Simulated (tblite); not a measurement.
# C3H7F2OSi: the cost of one run

Computed with tblite 0.8.0 and PySCF 2.14.0, with density-fitted response routines of our own, on a single molecule in the gas phase. Atoms count from 0, in the outputs and in this text.

## Step 1: The molecule as given

14 atoms, charge 0, multiplicity 2; geometry from: force field or distance geometry start.

Bonds of the start (Å): C0–C1 1.54, C1–O2 1.36, O2–Si3 1.70, Si3–C4 1.87, C4–F5 1.37, C4–F6 1.40, C0–H7 1.10, C0–H8 1.11, C1–H9 1.14, C1–H10 1.09, Si3–H11 1.46, Si3–H12 1.48, C4–H13 1.10.

## Step 2: Optimising the geometry with GFN2-xTB

What the job is given:

```
{"job": {"kind": "relax", "xc": "GFN2-xTB", "basis": "xTB"}, "charge": 0, "multiplicity": 2}
C      2.606000     0.866200     0.286600
C      1.509900    -0.213300     0.293100
O      0.365400     0.372800    -0.150900
Si    -0.994000    -0.650400    -0.230400
C     -2.421500     0.315100     0.506500
F     -1.942800     1.388000     1.219900
F     -3.155100     0.799200    -0.581200
H      3.613300     0.426900     0.365600
H      2.366400     1.528600     1.144800
H      1.309300    -0.497000     1.382400
H      1.820400    -1.123300    -0.222400
H     -1.291800    -1.072700    -1.595500
H     -0.773900    -1.800900     0.673800
H     -3.012500    -0.339800     1.165400
```

The run is started by

```bash
OMP_NUM_THREADS=1 python probes_run.py task.json out
```

One launch serves the whole session: the jobs run in the order shown.

Q: Estimate the wall time and peak memory of this first job on 1 thread of Arm Neoverse V2, shared host.

About 1 s, with a peak of 0.18 GiB.
